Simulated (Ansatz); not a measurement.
**CH5ClGaNO: one species, many methods**

How much do the methods differ for CH5ClGaNO? The plan is to run it at one geometry with functionals of several rungs and with coupled cluster. The yardstick is the atomisation energy at the CCSD(T) limit.

Computed with Ansatz 0.2.0, Gaussian basis. Level: functionals in def2-TZVPP, the program's frozen cores in correlated methods.

The runs, in order: LDA (SPW92), PBE-D4, revPBE-D4, BLYP-D4, r2SCAN-D4, B97M-V, PBE0-D4, B3LYP-D4, r2SCANh-D4, r2SCAN0-D4, HSE06-D4, BHLYP-D4, CAM-B3LYP-D4, LC-ωPBE, ωB97X-V, ωB97M-V, B2PLYP, PBE-QIDH; CCSD(T)/def2-SVP; CCSD(T)/def2-TZVPP; MP2/def2-QZVPP; extrapolation to the limit; RPA on PBE.

**1. The geometry**

The geometry comes from an earlier relaxation with PBE0-D4 in a triple-zeta def2 set; it is a stationary point, not always the lowest conformer.

SMILES `C[O][Ga]([NH2])[Cl]`, 10 atoms, charge 0, spin multiplicity 1.

Atoms are counted from 1 here; the program's logs count them from 0.

Bond lengths: C1–O2 1.407 Å, C1–H6 1.098 Å, C1–H7 1.098 Å, C1–H8 1.093 Å, O2–Ga3 1.773 Å, Ga3–N4 1.803 Å, Ga3–Cl5 2.125 Å, N4–H9 1.005 Å, N4–H10 1.006 Å. Angles: O2–C1–H6 112.8°, O2–C1–H7 112.1°, O2–C1–H8 108.3°, H6–C1–H7 108.1°, H6–C1–H8 107.6°, H7–C1–H8 107.7°, C1–O2–Ga3 121.3°, O2–Ga3–N4 123.1°, O2–Ga3–Cl5 116.3°, N4–Ga3–Cl5 120.5°, Ga3–N4–H9 122.5°, Ga3–N4–H10 121.4°, H9–N4–H10 112.4°.

**2. LDA**

This LDA is Slater exchange with PW92 correlation.

Input file in.yaml:

```yaml
crystal:
  periodic: [false, false, false]
  atoms:
    - {symbol: C, position_ang: [-0.168879, -0.713742, -1.568664]}
    - {symbol: O, position_ang: [-0.315054, -1.281968, -0.289854]}
    - {symbol: Ga, position_ang: [-0.081823, -0.318075, 1.179552]}
    - {symbol: N, position_ang: [0.286401, 1.446549, 1.151308]}
    - {symbol: Cl, position_ang: [-0.363164, -1.332666, 3.025250]}
    - {symbol: H, position_ang: [-0.755781, 0.205510, -1.694742]}
    - {symbol: H, position_ang: [0.878865, -0.484283, -1.801396]}
    - {symbol: H, position_ang: [-0.523424, -1.437324, -2.307839]}
    - {symbol: H, position_ang: [0.594551, 1.920238, 0.319735]}
    - {symbol: H, position_ang: [0.531409, 1.944561, 1.989751]}
basis:
  gaussian: {orbitals: def2-TZVPP}
hamiltonian: {xc: lda}
output: {orbitals: {seedname: orbitals}}
```

Started as:

```sh
ansatz run in.yaml --threads 4 --pin off --events-out ev --progress --plain --max-ram 10444MiB
```

After this run come: PBE-D4 (GGA); revPBE-D4 (GGA); BLYP-D4 (GGA); r2SCAN-D4 (meta-GGA); B97M-V (meta-GGA); B3LYP-D4 (hybrid); r2SCANh-D4 (hybrid); r2SCAN0-D4 (hybrid); HSE06-D4 (hybrid); BHLYP-D4 (hybrid); CAM-B3LYP-D4 (range-separated); LC-ωPBE (range-separated); ωB97X-V (range-separated); ωB97M-V (range-separated); B2PLYP (double hybrid); PBE-QIDH (double hybrid); CCSD(T) in def2-SVP; CCSD(T) in def2-TZVPP; MP2 in def2-QZVPP; RPA on PBE orbitals.

Q: Predict the results of all the runs planned. Wanted: atomisation energy, CCSD(T)/CBS; farthest beyond LDA; mean size of error, GGA; mean size of error, meta-GGA; mean size of error, hybrid; mean size of error, range-separated; mean size of error, double hybrid; gap, smallest and largest; T1 diagnostic.

As calculated:

```
                               quantity                                                                          value
        atomisation energy, CCSD(T)/CBS                                                                 831.2 kcal/mol
functionals within 8.3 kcal/mol (1.0 %)  r2SCAN-D4, B97M-V, PBE0-D4, HSE06-D4, CAM-B3LYP-D4, LC-ωPBE, ωB97X-V, ωB97M-V
                    farthest beyond LDA                                                      BHLYP-D4 (-35.2 kcal/mol)
                mean size of error, GGA                                                                  10.9 kcal/mol
           mean size of error, meta-GGA                                                                   3.6 kcal/mol
             mean size of error, hybrid                                                                  14.0 kcal/mol
    mean size of error, range-separated                                                                   2.6 kcal/mol
      mean size of error, double hybrid                                                                  11.4 kcal/mol
              gap, smallest and largest                                          4.59 eV (BLYP-D4), 12.26 eV (LC-ωPBE)
                          T1 diagnostic                                                                         0.0126
triples share of the correlation energy                                                                          3.9 %
```

LDA overbinds by 123.7 kcal/mol (15 %). PBE-D4 misses by +11.2 kcal/mol. Double hybrids carry the basis error of their MP2 part in triple zeta, and no dispersion term here, so their miss is partly the set-up's. The rungs range-separated, meta-GGA miss on average by less than the doubt on the reference (8.3 kcal/mol), so they tie. Misses under about 8.3 kcal/mol are within the doubt on the reference itself, which lacks core-valence correlation, relativity and higher excitations, and its outer-core shells are covered unevenly. Hartree-Fock recovers 69 % of the binding; the rest is correlation. CCSD(T) in def2-SVP is off by -54.6 kcal/mol, which most functionals beat. Orbital gaps span 4.6 to 12.3 eV; exact exchange widens them. Correlated methods include outer-core shells of Ga, which these sets cover unevenly.
